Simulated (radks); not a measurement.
# The Coulomb parameter U of the 4d shell of Nb

An exercise on one series of results from a longer session: the logs are not shown, and one member is left open.

The numbers are computed with radks (a radial shooting solver on a logarithmic mesh, Libxc functionals) version 1 (Dirac Kohn-Sham, PBE, spin-unpolarised, spherical densities, finite nucleus; open shells are shared between the two j in proportion to 2j + 1), except any that are marked as measured or tabulated.

### Starting point

| Quantity | Value |
| --- | --- |
| element | niobium (Z = 41) |
| charge | 0 |
| electrons | 41 |
| configuration | [Kr] 4d4 5s1 |
| nuclear rms radius | 4.324 fm |

Outer shells as boxes (Hund's rule):

Nb
```
[Kr] core
4d [↑ ][↑ ][↑ ][↑ ][  ]
5s [↑ ]
```

Set-up of the first run:

The run's settings:

```text
Z 41
configuration [Kr] 4d4 5s1
relativity Dirac
functional pbe,pbe
spin unpolarised
j_filling average
nucleus finite rms 4.324 fm
c 137.035999084
```

Steps of the session up to this table: Start: [Kr] 4d4 5s1.

One of the session's tables, all rows but one given; the rest of the session is left out.

It belongs to the step «Start: [Kr] 4d4 5s1». Sizes of the orbitals, from the radial functions (bohr):

```
level     <r>  outermost maximum (interpolated)  90 % within  nodes
3d3/2       ?                                 ?            ?      ?
3d5/2  0.4345                             0.336        0.696      0
4s1/2   1.159                              1.03         1.69      3
4p1/2   1.282                              1.11         1.91      2
4p3/2   1.314                              1.13         1.96      2
5s1/2   3.730                              3.08         5.61      4
4d3/2   2.195                              1.49         3.70      1
4d5/2   2.230                              1.50         3.76      1
```

Q: Estimate the row for 3d3/2 from the others.

As computed: <r>: 0.4310; outermost maximum (interpolated): 0.333; 90 % within: 0.691; nodes: 0. In the column «<r>» it is the lowest.
